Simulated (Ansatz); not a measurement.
# Sn3GeO4: the cost of one run

Computed with Ansatz 0.2.0 (DFT PBE, scalar-relativistic, plane waves, PAW, unless a step's input says otherwise).

1 further run of the same task is left out (it didn't finish).

### 1 Starting point

The structure is triclinic, space group P1 (No. 1). The conventional cell has a = 5.177 Å, b = 5.549 Å, c = 5.768 Å, α = 92.17°, β = 90.23°, γ = 90.81°. Sn (site symmetry 1) has 3 O at 2.13 to 2.17 Å as nearest neighbours. Sn (site symmetry 1) has 3 O at 2.14 to 2.16 Å as nearest neighbours. Around Sn (site symmetry 1) lie 3 O at 2.15 to 2.17 Å. Ge (site symmetry 1) has 3 O at 1.93 to 1.95 Å as nearest neighbours. Around O (site symmetry 1) lie 1 Ge at 1.95 Å and 2 Sn at 2.15 to 2.17 Å. Around O (site symmetry 1) lie 3 Sn at 2.13 to 2.15 Å. Around O (site symmetry 1) lie 1 Ge at 1.93 Å and 2 Sn at 2.16 to 2.17 Å.

Structure file:

```cif
data_structure
_symmetry_space_group_name_H-M 'P1'
_symmetry_Int_Tables_number 1
_cell_length_a 5.1774
_cell_length_b 5.5491
_cell_length_c 5.7678
_cell_angle_alpha 92.170
_cell_angle_beta 90.229
_cell_angle_gamma 90.810
_cell_volume 165.57
loop_
_atom_site_label
_atom_site_type_symbol
_atom_site_symmetry_multiplicity
_atom_site_Wyckoff_symbol
_atom_site_fract_x
_atom_site_fract_y
_atom_site_fract_z
_atom_site_occupancy
Sn1 Sn 1 a 0.94329 0.54517 0.22117 1
Sn2 Sn 1 a 0.44832 0.97808 0.21661 1
Sn3 Sn 1 a 0.43961 0.45504 0.77300 1
Ge1 Ge 1 a 0.94032 0.04088 0.80090 1
O1 O 1 a 0.80616 0.35111 0.91095 1
O2 O 1 a 0.31949 0.62636 0.09517 1
O3 O 1 a 0.81790 0.87946 0.07433 1
O4 O 1 a 0.28490 0.12390 0.90788 1
```

It is the end of an earlier relaxation with the same method, from a generated guess; it is a trial structure. At a tolerance of 0.02 Å it has space group P1 (No. 1); it has 20.70 Å³/atom, an uncorrected energy of -1.24 eV/atom over the elements.

### 2 Static run: bands, density of states and charges

input.yaml

```yaml
crystal:
  lattice:
    - [5.177354149, 0.0005094092, 0.0012851392]
    - [-0.0790000786, 5.5485378711, -0.0039935232]
    - [-0.0244274762, -0.2146169867, 5.7637756131]
  atoms:
    - { symbol: Sn, position: [0.9432945254, 0.5451653993, 0.2211664222] }
    - { symbol: Sn, position: [0.4483246222, 0.9780835613, 0.2166061777] }
    - { symbol: Sn, position: [0.4396077151, 0.4550406194, 0.7730018776] }
    - { symbol: Ge, position: [0.9403232887, 0.0408772221, 0.8008979447] }
    - { symbol: O, position: [0.8061643588, 0.3511117705, 0.9109450626] }
    - { symbol: O, position: [0.3194878623, 0.6263565979, 0.0951669443] }
    - { symbol: O, position: [0.8179006413, 0.8794612498, 0.0743312779] }
    - { symbol: O, position: [0.2848969861, 0.1239035794, 0.9078812929] }
basis:
  ecutwfc: 420
kpoints:
  mp_grid: { grid: [6, 6, 6] }
  band_path:
    path:
      - [[0.0, 0.0, 0.0], [-0.5, 0.0, 0.0]]
      - [[0.0, 0.0, -0.5], [0.0, 0.0, 0.0], [0.0, -0.5, 0.0]]
      - [[0.5, -0.5, 0.5], [0.0, 0.0, 0.0], [0.0, -0.5, 0.5]]
      - [[0.5, -0.5, 0.0], [0.0, 0.0, 0.0], [-0.5, 0.0, 0.5]]
    npoints: 14
hamiltonian:
  xc: pbe
scf:
  occupations: { method: gaussian, width: 0.02 }
  n_extra_bands: 20
output:
  forces: true
  stress: true
  eigenvalues: true
  populations: true
  dos: { projected: true, de: 0.02, nscf_kmesh: { grid: [9, 9, 9] } }
  bader: true
```

Launch:

```
> ansatz run input.yaml --threads 4 --pin off --max-ram 8192MiB --backend cpu --events-out ev --progress --plain --runs-dir out
```

**Question.** How long does this run take on 4 threads of Arm Neoverse V2, shared host, and how much memory does it need?

About 2.6 min, with a peak of 2.1 GiB.
